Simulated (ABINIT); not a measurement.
Crystal: RuRh.

```
Rh Ru
1.0
     2.70942    0.00000    0.00000
    -1.35471    2.34642    0.00000
     0.00000    0.00000    4.29837
Rh Ru
1 1
Direct
  0.66667 0.33333 0.00000
  0.00000 0.00000 0.50000
```

The cell comes from a database or a generator and needn't be the stable form of this composition.

```yaml
Program: ABINIT 10.8.3 (patched build)
Task: relaxation of cell and atoms
Functional: PBE
Potentials_or_basis: JTH PAW PBE v2.0
Cutoff: 435 eV
k_mesh: 11 × 11 × 6
Occupations: fermi-dirac, width 0.05 eV
Spin: no spin polarisation
```

At the start: pressure 5.0 GPa; volume 13.66 Å³/atom.

Question: How do energy, volume and symmetry change on relaxing?

Answer: Over 5 steps the energy falls by 3.6 meV/atom and the volume is 13.90 Å³/atom (+1.7 %); space group P-6m2 (No. 187, to 0.05 Å).

Step by step:
| step | energy change (eV) | largest force (eV/Å) | pressure (GPa) | volume (Å³) |
| --- | --- | --- | --- | --- |
| 1 | 0.0000 | 0.0000 | 5.04 | 27.33 |
| 2 | -0.0071 | 0.0000 | 0.45 | 27.75 |
| 3 | -0.0072 | 0.0000 | 0.01 | 27.79 |
| 4 | -0.0072 | 0.0000 | 0.00 | 27.79 |
| 5 | -0.0072 | 0.0000 | 0.00 | 27.79 |

Final structure:
```yaml
crystal:
  lattice:
    - [2.72504, 0.00000, 0.00000]
    - [-1.36252, 2.35995, 0.00000]
    - [0.00000, 0.00000, 4.32200]
  atoms:
    - { symbol: Rh, position: [0.66667, 0.33333, 0.00000] }
    - { symbol: Ru, position: [0.00000, 0.00000, 0.50000] }
```
